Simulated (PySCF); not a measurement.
# C2H7BGaN: the cost of one run

The runs use PySCF 2.14.0, with density-fitted response routines of our own; the level of theory stands in each step. All values are computed, except where a source is named. Atoms count from 0, in the outputs and in this text.

### Step 1. The starting structure

12 atoms, charge 0, multiplicity 1; geometry from: GFN2-xTB. The atoms were then displaced at random by about 0.01 Å, so the start is not that level's minimum.

Bonds of the start (Å): B0–C1 1.52, C1–C2 1.24, C2–Ga3 1.90, Ga3–N4 2.17, B0–H5 1.14, B0–H6 1.19, Ga3–H7 1.55, Ga3–H8 1.56, N4–H9 1.04, N4–H10 1.02, N4–H11 1.03.

### Step 2. Geometry optimisation at PBE0-D3(BJ)/def2-SVP

The job: settings as JSON, then the geometry in Å.

```
{"job": {"xc": "PBE0", "basis": "def2-SVP", "d3": "d3bj", "grid": 1, "shake": 0.01, "kind": "geom"}, "charge": 0, "multiplicity": 1}
B      3.221400     0.333550     0.842700
C      1.860580    -0.043300     0.288100
C      0.742590    -0.347960    -0.151650
Ga    -0.914210    -0.920930    -0.888990
N     -2.232790     0.482630     0.106220
H      4.165690    -0.174160     0.458220
H      3.275250     1.206820     1.643670
H     -1.231580    -0.534280    -2.356280
H     -1.545150    -2.230860    -0.313820
H     -2.138160     0.380420     1.136800
H     -3.223750     0.379580    -0.114320
H     -1.940180     1.440210    -0.115550
```

Started as:

```
$ OMP_NUM_THREADS=1 python probes_run.py task.json out
```

One launch serves the whole session: the jobs run in the order shown.

Q: Estimate the wall time and peak memory of this first job on 1 thread of Arm Neoverse V1, shared host.

About 39 s, with a peak of 0.46 GiB.
